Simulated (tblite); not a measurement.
# AlH9O3Si3: the cost of one run

Computed with tblite 0.8.0 and PySCF 2.14.0; each step states its level. No surroundings beyond the atoms listed, unless a continuum is named. Atoms count from 0, parts from 1.

### Step 1. Starting point

16 atoms, charge 0, multiplicity 1; geometry: distance geometry start.

### Step 2. Relaxing the cluster with GFN2-xTB

The job: settings as JSON, then the geometry in Å.

```
{"job": {"kind": "relax", "xc": "GFN2-xTB", "basis": "xTB"}, "charge": 0, "multiplicity": 1}
Si    -1.570811     0.315784     0.227821
Si     0.193092     0.069532     1.493082
Si    -1.449223     2.239672    -0.878018
O     -1.666781    -1.021535    -0.964092
Al    -0.357262    -1.383263    -2.235358
O      1.336452    -1.851399    -1.625460
O     -0.416981    -0.281102    -3.786946
H     -2.736394     0.305426     1.008217
H     -0.036124    -0.938199     2.488224
H      0.491470     1.288116     2.185724
H      1.305853    -0.310516     0.715863
H     -2.136946     3.238185    -0.154225
H     -0.100493     2.608974    -1.013999
H     -2.031864     2.104080    -2.164910
H      1.506659    -2.276337    -0.773323
H     -0.238446     0.685126    -3.766212
```

Level: GFN2-xTB geometry optimisation, gas phase.

Launch:

```
> OMP_NUM_THREADS=1 python cluster_run.py task.json out
```

One launch serves the whole session: the jobs run in the order shown.

Q: Estimate the wall time of this first job on 1 thread of Arm Neoverse V2, shared host.

About 2.3 s.
